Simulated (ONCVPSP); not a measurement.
# Zr: generating and testing an ONCV potential

Task: generate the file, and judge it by its errors in other configurations, its logarithmic derivatives, its ghosts and its cutoff.

Program: ONCVPSP 4.0.1.1 (patched build). Reference atom: PBE, scalar-relativistic, spherical and spin-unpolarised. All values are calculated.

**1. The design**

Typed settings, in words:

* element: zirconium (Zr, Z = 40)
* type: optimised norm-conserving Vanderbilt (ONCV)
* frozen core: [Kr]
* valence charge: 4
* reference configuration: 4d2 5s2
* partial waves: 5s: rc 3.35 bohr, ncon 4, nbas 8, qcut 2.2 1/bohr, 1 projector; p scattering state at 0.35 Ha: rc 3.40 bohr, ncon 4, nbas 8, qcut 2.5 1/bohr, 2 projectors, debl 1.2 Ha; 4d: rc 2.30 bohr, ncon 5, nbas 10, qcut 5.8 1/bohr, 2 projectors, debl 3.5 Ha; f scattering state at 0.3 Ha: rc 3.00 bohr, ncon 3, nbas 6, qcut 4 1/bohr, 1 projector
* local potential: polynomial inside 1.60 bohr (lpopt 1, dvloc0 0 Ha)
* core correction: not asked for

An earlier all-electron run gives the scale for the radii.

All-electron outer shells of the reference configuration (PBE, scalar-relativistic, ld1.x):

```tsv
shell	level (eV)	outermost node (bohr)	outermost maximum (bohr)
4p	-32.46	0.56	1.17
5s	-4.44	1.47	3.15
4d	-3.60	0.58	1.59
5p	-1.47	1.70	4.15
```

**2. The generation run**

Contents of Zr.dat:

```
# ATOM AND REFERENCE CONFIGURATION
# atsym  z   nc   nv     iexc    psfile
  Zr 40.00    8    2        4      upf
#
#   n    l    f
    1    0    2.00
    2    0    2.00
    2    1    6.00
    3    0    2.00
    3    1    6.00
    3    2   10.00
    4    0    2.00
    4    1    6.00
    4    2    2.00
    5    0    2.00
#
# PSEUDOPOTENTIAL AND OPTIMIZATION
# lmax
    3
#
#   l,   rc,      ep,       ncon, nbas, qcut
    0    3.35    0.00    4    8    2.20
    1    3.40    0.35    4    8    2.50
    2    2.30    0.00    5   10    5.80
    3    3.00    0.30    3    6    4.00
#
# LOCAL POTENTIAL
# lloc, lpopt,  rc(5),   dvloc0
    4    1    1.60    0.00
#
# VANDERBILT-KLEINMAN-BYLANDER PROJECTORs
# l, nproj, debl
    0    1    2.30
    1    2    1.20
    2    2    3.50
    3    1    2.30
#
# MODEL CORE CHARGE
# icmod, fcfact, rcfact
    0    0.00    0.00
#
# LOG DERIVATIVE ANALYSIS
# epsh1, epsh2, depsh
   -2.00    5.00    0.02
#
# OUTPUT GRID
# rlmax, drl
    6.00    0.01
#
# TEST CONFIGURATIONS
# ncnf
    4
# nvcnf
#   n    l    f
    2
    4    2    2.00
    5    0    1.00
#
    2
    4    2    2.00
    5    0    0.00
#
    2
    4    2    1.00
    5    0    0.00
#
    2
    4    2    2.00
    5    0    1.50
#
```

Command:

```sh
$ oncvpsp.x < Zr.dat > Zr.out
```

Q: Predict the outcome of this session. Wanted: cutoffs for 1 and 0.1 mHa per electron, occupied waves; bound ghosts; GHOST(+) flags; largest test error; largest phase difference near zero energy, channels read; projector energies reset by the program.

As calculated:

| quantity | value |
| --- | --- |
| cutoffs for 1 and 0.1 mHa per electron, occupied waves | 13 Ha and 15 Ha |
| bound ghosts | s at -53.22 eV |
| GHOST(+) flags | p at 29 eV |
| largest test error (AE − PS) | +149 meV, for 4d2 5s0 (1 test unsolved) |
| largest phase difference near zero energy, channels read | 0.016 rad |
| projector energies reset by the program | p: 0.050, 1.250 Ha |

What this shows: It has a bound ghost (s), a state that the atom doesn't have, and that rules the file out. Close by lies the frozen 4s level (-54.5 eV). The worst unpolarised test, 4d2 5s0, is off by 149 meV on 20.1 eV; by total energies transferability rates as poor. Of the tests 1 gave no usable energy difference, which is a warning in itself. By its cutoff, 13 Ha for the looser tolerance, it is soft on the atom. At the looser tolerance the 4d wave is the slowest; 5s needs 2 Ha. Near zero energy the phases of the channels with partial waves agree within 0.016 rad. The pseudo curves have a pole with no partner nearby in the atom's: s at -1.94 Ha. The program also flags highly localised states, GHOST(+) (p). These are tests on the free atom; a crystal test is still owed.
